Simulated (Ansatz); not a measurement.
# CH5BS2: the cost of one run

Method: RKS r2SCAN-D4/6-31G*, in Ansatz 0.2.0.

## Step 1: The structure to begin with

Bond lengths: C1–S2 1.825 Å, S2–B3 1.778 Å, B3–S4 1.778 Å, C1–H5 1.085 Å, C1–H6 1.085 Å, C1–H7 1.085 Å, B3–H8 1.167 Å, S4–H9 1.329 Å. Angles: C1–S2–B3 102.5°, S2–C1–H5 106.9°, S2–C1–H6 109.3°, S2–C1–H7 109.5°, H5–C1–H6 110.2°, H5–C1–H7 110.3°, H6–C1–H7 110.7°, S2–B3–S4 121.5°, S2–B3–H8 120.8°, S4–B3–H8 117.7°, B3–S4–H9 98.7°.

Structure file:

```xyz
9

C    -0.1170    0.5297   -1.5632
S     0.3349    0.8685    0.1717
B    -0.0383   -0.6735    0.9739
S     0.2072   -0.8951    2.7210
H     0.1579    1.4082   -2.1372
H    -1.1866    0.3600   -1.6282
H     0.4302   -0.3376   -1.9173
H    -0.4562   -1.5769    0.3655
H     0.6679    0.3167    3.0137
```

## Step 2: End point A

The input, input.yaml:

```yaml
crystal:
  periodic: [false, false, false]
  atoms:
    - { symbol: C, position_ang: [-0.11696, 0.52968, -1.56319] }
    - { symbol: S, position_ang: [0.33492, 0.86854, 0.17173] }
    - { symbol: B, position_ang: [-0.03831, -0.67354, 0.97394] }
    - { symbol: S, position_ang: [0.2072, -0.8951, 2.72096] }
    - { symbol: H, position_ang: [0.1579, 1.40817, -2.13715] }
    - { symbol: H, position_ang: [-1.18664, 0.36004, -1.62822] }
    - { symbol: H, position_ang: [0.43022, -0.33758, -1.91728] }
    - { symbol: H, position_ang: [-0.45622, -1.57694, 0.36549] }
    - { symbol: H, position_ang: [0.66788, 0.31673, 3.01369] }
basis:
  gaussian: { orbitals: "6-31G*" }
hamiltonian:
  xc: r2scan
  dispersion: d4
relax:
  f_tol: 0.02
  max_steps: 50
output:
  orbitals: {}
```

The run is started by

```bash
$ ansatz run input.yaml --threads 2 --pin off --max-ram 3072MiB --backend cpu --events-out ev --progress --plain --runs-dir out
```

What time and memory should one allow on 2 threads of Arm Neoverse V2, shared host?

About 15 s, with a peak of 0.14 GiB.
